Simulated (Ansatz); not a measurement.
# Te: the cost of one run

Method: DFT r2SCAN, scalar-relativistic, plane waves, PAW, in Ansatz 0.2.0.

## Step 1: The starting structure

It takes space group Pmma (No. 51, orthorhombic). Conventional cell: a = 9.214 Å, b = 3.152 Å, c = 4.457 Å, α = 90.00°, β = 90.00°, γ = 90.00°. Te (site symmetry mm2) is surrounded by 6 Te at 3.14 to 3.27 Å. Te (site symmetry 2/m) has 6 Te at 3.14 to 3.27 Å as nearest neighbours.

Coordinates:

```
Te
1.0
     9.21402    0.00000    0.00000
     0.00000    3.15220    0.00000
     0.00000    0.00000    4.45664
Te
4
Direct
  0.75000 0.50000 0.52062
  0.25000 0.50000 0.47938
  0.00000 0.50000 0.00000
  0.50000 0.50000 0.00000
```

The structure comes from the Materials Project (structure only).

## Step 2: The base run

Contents of input.yaml:

```yaml
crystal:
  lattice:
    - [9.21401589, 0.0, 0.0]
    - [0.0, 3.15220164, 0.0]
    - [0.0, 0.0, 4.4566412]
  atoms:
    - { symbol: Te, position: [0.75, 0.5, 0.5206231] }
    - { symbol: Te, position: [0.25, 0.5, 0.4793769] }
    - { symbol: Te, position: [0.0, 0.5, 0.0] }
    - { symbol: Te, position: [0.5, 0.5, 0.0] }
basis:
  ecutwfc: 500
  fft_grid_basis: typed
kpoints:
  mp_grid: { grid: [4, 10, 6] }
hamiltonian:
  xc: r2scan
  pseudopotentials: { kind: paw }
scf:
  occupations: { method: gaussian, width: 0.05 }
output:
  forces: true
  stress: true
  eigenvalues: true
  bader: true
  write_density: true
  volumetric_format: npy
  elf: true
```

Launch:

```
$ ansatz run input.yaml --threads 1 --pin off --max-ram 2560MiB --backend cpu --events-out ev --progress --plain --runs-dir out
```

Q: Estimate wall time and peak memory on 1 thread of Arm Neoverse N1, shared host.

About 2.1 min, with a peak of 0.8 GiB.
